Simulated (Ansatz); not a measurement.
## KLuO₂, space group R-3m: a charge-density difference against the sublattices, step by step

With the Python package of Ansatz (0.2.0).

The cells in order, each with its output:

```python
import ansatz as az
import numpy as np
```

```python
VECTORS = np.array([
    [1.673743, 0.966336, 6.161052],
    [-1.673743, 0.966336, 6.161052],
    [0.0, -1.932672, 6.161052],
])
SITES = [
    ("K", (0.0, 0.0, 0.0)),
    ("Lu", (0.5, 0.5, 0.5)),
    ("O", (0.227334, 0.227334, 0.227334)),
    ("O", (0.772666, 0.772666, 0.772666)),
]
```

```python
def build(cell):
    crystal = az.Crystal(lattice=az.Lattice.of(cell))
    for symbol, position in SITES:
        crystal = crystal.atom(symbol, position)
    return crystal
```

```python
# same cell, cutoff and mesh for the crystal and its parts
def solve(crystal):
    return (
        crystal.calculation()
        .functional("pbesol")
        .occupations("fermi_dirac", width=0.3)
        .initial_density(normalization="cell")
        .scf(lower_state_search="off")
        .basis(460, grid_basis="typed")
        .kpoints(6, 6, 6)
        .density()
        .run(threads=1)
    )
```

```python
whole = solve(build(VECTORS))
difference = whole.density().channels[0].density_e_per_ang3.copy()
binding = whole.report["free_energy_ev"]
for element in ["K", "Lu", "O"]:
    part = az.Crystal(lattice=az.Lattice.of(VECTORS))
    for symbol, position in SITES:
        if symbol == element:
            part = part.atom(symbol, position)
    alone = solve(part)
    difference -= alone.density().channels[0].density_e_per_ang3
    binding -= alone.report["free_energy_ev"]
    print(f"{element} sublattice: {alone.report['n_electrons']:g} electrons, {alone.report['n_iterations']} iterations")
```

    K sublattice: 9 electrons, 7 iterations
    Lu sublattice: 25 electrons, 9 iterations
    O sublattice: 12 electrons, 9 iterations

```python
voxel = abs(np.linalg.det(VECTORS)) / difference.size
print(f"energy of the crystal less its unpolarised sublattices: {binding / len(SITES):.4f} eV/atom")
print(f"net charge of the difference {difference.sum() * voxel:.5f} e, charge moved {0.5 * np.abs(difference).sum() * voxel:.3f} e")
print(f"extremes {difference.min():.4f} and {difference.max():.4f} e/A^3")
for (symbol, position) in SITES:
    index = tuple(int(round(p * n)) % n for p, n in zip(position, difference.shape))
    print(f"  change of the pseudo-density at the grid point nearest {symbol}: {difference[index]:+.4f} e/A^3")
```

    energy of the crystal less its unpolarised sublattices: -5.2300 eV/atom
    net charge of the difference -0.00000 e, charge moved 1.053 e
    extremes -0.1119 and 0.1882 e/A^3
      change of the pseudo-density at the grid point nearest K: -0.0314 e/A^3
      change of the pseudo-density at the grid point nearest Lu: -0.1119 e/A^3
      change of the pseudo-density at the grid point nearest O: -0.0483 e/A^3
      change of the pseudo-density at the grid point nearest O: -0.0483 e/A^3

Reading the output:
- The settings weren't tested for convergence.
- The cell holds an odd number of electrons and is run without spin, so a magnetic state may lie lower.
- Grid values close to the nuclei reflect the PAW or pseudopotential construction, not the all-electron fields.
- The structure comes from a database of computed cells and needn't be a stable or known phase.
- Charge moved counts every rearrangement, bonding and polarisation too, and is no transfer between atoms; the bare sublattices are artificial references. Values near the nuclei depend on the potentials.
- Hardware and time: 12 s on 1 thread of Arm Neoverse V1 (shared host), peak memory 0.45 GiB.

(Lines on the test bed's own set-up are left out of the output.)
